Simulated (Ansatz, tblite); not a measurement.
# Cis-[VF2(H2O)4]+ (F2H8O4V+): a ladder of methods and basis sets

Aim: run the triplet of cis-[VF2(H2O)4]+ (F2H8O4V+) at one geometry on many levels, and compare frontier levels, spin and run time.

Method: as each input shows; program: Ansatz 0.2.0, Gaussian basis.

Levels to be run: GFN1-xTB, GFN2-xTB, PBE-D4/def2-TZVP, r2SCAN-D4/def2-TZVP, B97M-V/def2-TZVP, BHLYP-D4/def2-TZVP, HF/def2-TZVP, ωB97M-V/def2-TZVP, r2SCAN0-D4/def2-TZVP, PBE+10HF/def2-SVP, PBE+15HF/def2-SVP, PBE+40HF/def2-SVP, PBE-D4/def2-SVP, PBE0-D4/def2-SVP, MP2/def2-TZVP, RPA/def2-TZVP.

## Step 1: The structure

The triplet was relaxed beforehand with PBE0-D4/def2-SVP.

15 atoms, charge 1, spin multiplicity 3.

Bond lengths: V1–F2 1.765 Å, V1–O3 2.144 Å, V1–F6 1.765 Å, V1–O7 2.145 Å, V1–O10 2.096 Å, V1–O13 2.096 Å, O3–H4 0.967 Å, O3–H5 0.968 Å, O7–H8 0.968 Å, O7–H9 0.969 Å, O10–H11 0.969 Å, O10–H12 0.970 Å, O13–H14 0.969 Å, O13–H15 0.970 Å. Angles: F2–V1–O3 161.9°, F2–V1–F6 112.7°, F2–V1–O7 86.4°, F2–V1–O10 87.1°, F2–V1–O13 90.3°, O3–V1–F6 85.4°, O3–V1–O7 75.6°, O3–V1–O10 93.1°, O3–V1–O13 90.3°, F6–V1–O7 161.0°, F6–V1–O10 91.2°, F6–V1–O13 87.2°, O7–V1–O10 89.1°, O7–V1–O13 93.5°, O10–V1–O13 176.1°, V1–O3–H4 119.9°, V1–O3–H5 112.7°, H4–O3–H5 107.0° and more.

Formally the metal is d2. No spin-orbit coupling is included. The ion is computed in the gas phase, without counter-ions or solvent.

PBE0-D4/def2-TZVP was run before; its log isn't repeated, and its numbers join the tables.

## Step 2: GFN1-xTB

Tight binding, by tblite at 300 K electronic temperature and without a spin-polarisation term:

```python
tblite.interface.Calculator('GFN1-xTB', numbers, positions, charge=1, uhf=2).singlepoint()
```

Energy -934.7889 eV; 0.01 s.

## Step 3: GFN2-xTB

Tight binding, by tblite at 300 K electronic temperature and without a spin-polarisation term:

```python
tblite.interface.Calculator('GFN2-xTB', numbers, positions, charge=1, uhf=2).singlepoint()
```

Energy -856.2678 eV; 0.005 s.

## Step 4: PBE-D4/def2-TZVP

start.molden holds the orbitals of an earlier run on this state, given as this run's starting guess.

in.yaml

```yaml
crystal:
  periodic: [false, false, false]
  atoms:
    - {symbol: V, position_ang: [0.315271, -0.000208, 0.310962]}
    - {symbol: F, position_ang: [-0.018973, 0.073677, 2.042865]}
    - {symbol: O, position_ang: [0.047337, -0.086514, -1.814789]}
    - {symbol: H, position_ang: [-0.493970, -0.786709, -2.205169]}
    - {symbol: H, position_ang: [0.886414, -0.075378, -2.298012]}
    - {symbol: F, position_ang: [2.042620, -0.061780, -0.046127]}
    - {symbol: O, position_ang: [-1.810410, 0.071816, 0.036484]}
    - {symbol: H, position_ang: [-2.186534, 0.839179, -0.417661]}
    - {symbol: H, position_ang: [-2.300198, -0.024453, 0.866479]}
    - {symbol: O, position_ang: [0.350527, 2.095743, 0.337324]}
    - {symbol: H, position_ang: [1.158821, 2.501606, -0.009665]}
    - {symbol: H, position_ang: [0.283876, 2.385989, 1.260973]}
    - {symbol: O, position_ang: [0.363245, -2.093308, 0.399974]}
    - {symbol: H, position_ang: [0.079392, -2.457940, 1.251757]}
    - {symbol: H, position_ang: [1.282583, -2.381729, 0.284595]}
basis:
  gaussian: {orbitals: def2-TZVP, initial_orbitals: start.molden}
total_charge: 1
magnetization: {spin_polarized: true, initial_magnetization: 2}
hamiltonian: {xc: pbe, dispersion: d4}
scf: {omitted_lower_state_checks: [starts]}
output: {forces: true, orbitals: {seedname: orbitals}}
```

Run with:

```sh
ansatz run in.yaml --threads 4 --pin off --events-out ev --progress --plain --max-ram 8704MiB
```

Further steps of the session: r2SCAN-D4/def2-TZVP; B97M-V/def2-TZVP; BHLYP-D4/def2-TZVP; HF/def2-TZVP; ωB97M-V/def2-TZVP; r2SCAN0-D4/def2-TZVP; PBE+10HF/def2-SVP; PBE+15HF/def2-SVP; PBE+40HF/def2-SVP; PBE-D4/def2-SVP; PBE0-D4/def2-SVP; MP2/def2-TZVP; RPA/def2-TZVP.

Before running them: what should the planned runs give, taken together? Wanted: gap in def2-TZVP, named functionals and Hartree-Fock, smallest and largest; gap over the share of exact exchange; correlation energy, MP2/def2-TZVP; ⟨S²⟩ in def2-TZVP, named functionals and Hartree-Fock, smallest and largest; PBE0 total energy, smallest basis above largest.

The runs gave:

| quantity | value |
| --- | --- |
| gap in def2-TZVP, named functionals and Hartree-Fock, smallest and largest | 0.71 eV (PBE-D4), 16.08 eV (HF) |
| gap over the share of exact exchange | 0.71 eV at 0, 7.09 eV at 0.4 |
| correlation energy, MP2/def2-TZVP | -50.30 eV |
| ⟨S²⟩ in def2-TZVP, named functionals and Hartree-Fock, smallest and largest | 2.005, 2.010 |
| PBE0 total energy, smallest basis above largest | 20.12 eV (def2-SVP, def2-TZVP) |

In words: Over the named functionals and Hartree-Fock in def2-TZVP the gap runs from 0.71 eV (PBE-D4) to 16.08 eV (HF); exact exchange widens it. Raising the share of exact exchange from 0 to 0.4 moves the HOMO by -4.59 eV and the LUMO by +1.80 eV. Over the named functionals and Hartree-Fock in def2-TZVP spin contamination reaches 0.01 (B97M-V), which is small.
